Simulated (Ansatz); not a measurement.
**CH3NSiTe: how energies converge with the basis set**

An exercise on one series of results from a longer session: the logs are not shown, and one member is left open.

Computed with Ansatz 0.2.0, Gaussian basis. Level: one geometry, several basis sets.

Levels to be run: PBE0-D4/def2-SVP; ωB97M-V/def2-SVP; PBE0-D4/def2-QZVPP; ωB97M-V/def2-QZVPP; the functionals' def2-TZVPP values are taken from earlier runs.

### Structure used throughout

All runs share one geometry, relaxed beforehand with PBE0-D4 in a triple-zeta def2 set. Te takes the def2 core potential; no spin-orbit term is included.

7 atoms, charge 0, spin multiplicity 1.

Atoms are counted from 1 here; the program's logs count them from 0.

Bond lengths: C1–N2 1.265 Å, C1–Te4 2.175 Å, C1–H5 1.094 Å, N2–Si3 1.763 Å, Si3–Te4 2.509 Å, Si3–H6 1.482 Å, Si3–H7 1.482 Å. Angles: N2–C1–Te4 115.4°, N2–C1–H5 124.6°, Te4–C1–H5 120.0°, C1–N2–Si3 99.8°, N2–Si3–Te4 85.4°, N2–Si3–H6 112.9°, N2–Si3–H7 112.9°, Te4–Si3–H6 116.3°, Te4–Si3–H7 116.3°, H6–Si3–H7 110.8°, C1–Te4–Si3 59.4°.

Set-up of the first run:

Contents of in.yaml:

```yaml
crystal:
  periodic: [false, false, false]
  atoms:
    - {symbol: C, position_ang: [-0.779129, -0.346312, -1.013499]}
    - {symbol: N, position_ang: [0.482817, -0.263038, -0.985963]}
    - {symbol: Si, position_ang: [0.714541, 0.232732, 0.690110]}
    - {symbol: Te, position_ang: [-1.787169, 0.130411, 0.853966]}
    - {symbol: H, position_ang: [-1.364194, -0.633940, -1.892558]}
    - {symbol: H, position_ang: [1.327221, 1.576434, 0.814466]}
    - {symbol: H, position_ang: [1.467115, -0.764287, 1.487578]}
basis:
  gaussian: {orbitals: def2-SVP}
hamiltonian: {xc: pbe0, dispersion: d4}
output: {orbitals: {seedname: orbitals}}
```

Among the steps run: PBE0-D4 in def2-SVP; ωB97M-V in def2-SVP; PBE0-D4 in def2-QZVPP; ωB97M-V in def2-QZVPP.

One of the session's tables, all rows but one given; the rest of the session is left out.

It belongs to the step «Density functionals: the series». 

```
functional       basis  HOMO (eV)  LUMO (eV)
   PBE0-D4    def2-SVP      -6.46      -1.51
   PBE0-D4  def2-TZVPP          ?          ?
   PBE0-D4  def2-QZVPP      -6.57      -1.67
   ωB97M-V    def2-SVP      -8.46       0.43
   ωB97M-V  def2-TZVPP      -8.57       0.17
   ωB97M-V  def2-QZVPP      -8.60       0.08
```

**Question.** Estimate the row for PBE0-D4, def2-TZVPP.

**Answer.** HOMO (eV): -6.54; LUMO (eV): -1.64. In the column «HOMO (eV)» it lies between PBE0-D4, def2-QZVPP (-6.57) and PBE0-D4, def2-SVP (-6.46).
